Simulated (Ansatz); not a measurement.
# CH₆GaNO: how energies converge with the basis set

The task here is to estimate one member of a computed series from the others.

The runs use Ansatz 0.2.0, Gaussian basis; one geometry, several basis sets.

Plan: PBE0-D4/def2-SVP; ωB97M-V/def2-SVP; PBE0-D4/def2-QZVPP; ωB97M-V/def2-QZVPP; the functionals' def2-TZVPP values are taken from earlier runs.

## Structure used throughout

All runs share one geometry, relaxed beforehand with PBE0-D4 in a triple-zeta def2 set.

SMILES `[CH3][Ga]([NH2])[OH]`, 10 atoms, charge 0, spin multiplicity 1.

Atoms are counted from 1 here; the program's logs count them from 0.

Bond lengths: C1–Ga2 1.955 Å, C1–H5 1.092 Å, C1–H6 1.091 Å, C1–H7 1.092 Å, Ga2–N3 1.809 Å, Ga2–O4 1.796 Å, N3–H8 1.005 Å, N3–H9 1.004 Å, O4–H10 0.958 Å. Angles: Ga2–C1–H5 110.4°, Ga2–C1–H6 111.2°, Ga2–C1–H7 110.4°, H5–C1–H6 108.5°, H5–C1–H7 107.8°, H6–C1–H7 108.5°, C1–Ga2–N3 125.9°, C1–Ga2–O4 123.2°, N3–Ga2–O4 110.9°, Ga2–N3–H8 122.7°, Ga2–N3–H9 124.8°, H8–N3–H9 112.5°, Ga2–O4–H10 114.0°.

The first run:

in.yaml

```yaml
crystal:
  periodic: [false, false, false]
  atoms:
    - {symbol: C, position_ang: [-1.438410, 0.605253, -0.277651]}
    - {symbol: Ga, position_ang: [0.382189, -0.085393, -0.099236]}
    - {symbol: N, position_ang: [1.049164, -0.960136, 1.336814]}
    - {symbol: O, position_ang: [1.627092, 0.080238, -1.383240]}
    - {symbol: H, position_ang: [-1.933242, 0.156438, -1.141416]}
    - {symbol: H, position_ang: [-2.031211, 0.388201, 0.611849]}
    - {symbol: H, position_ang: [-1.422161, 1.686869, -0.427022]}
    - {symbol: H, position_ang: [1.996285, -1.294766, 1.376972]}
    - {symbol: H, position_ang: [0.532612, -1.165880, 2.172900]}
    - {symbol: H, position_ang: [1.320784, 0.538174, -2.167068]}
basis:
  gaussian: {orbitals: def2-SVP}
hamiltonian: {xc: pbe0, dispersion: d4}
output: {orbitals: {seedname: orbitals}}
```

On the command line:

```sh
ansatz run in.yaml --threads 4 --pin off --events-out ev --progress --plain --max-ram 10444MiB
```

Among the steps run: PBE0-D4 in def2-SVP; ωB97M-V in def2-SVP; PBE0-D4 in def2-QZVPP; ωB97M-V in def2-QZVPP.

One of the session's tables, all rows but one given; the rest of the session is left out.

It belongs to the step «Density functionals: the series». 

| functional | basis | HOMO (eV) | LUMO (eV) |
| --- | --- | --- | --- |
| PBE0-D4 | def2-SVP | -6.83 | 0.52 |
| PBE0-D4 | def2-TZVPP | -7.08 | 0.19 |
| PBE0-D4 | def2-QZVPP | -7.15 | -0.16 |
| ωB97M-V | def2-SVP | -9.22 | 2.14 |
| ωB97M-V | def2-TZVPP | ? | ? |
| ωB97M-V | def2-QZVPP | -9.56 | 1.09 |

Q: Estimate the row for ωB97M-V, def2-TZVPP from the others.

As computed: HOMO (eV): -9.49; LUMO (eV): 1.72. In the column «HOMO (eV)» it lies between ωB97M-V, def2-QZVPP (-9.56) and ωB97M-V, def2-SVP (-9.22).
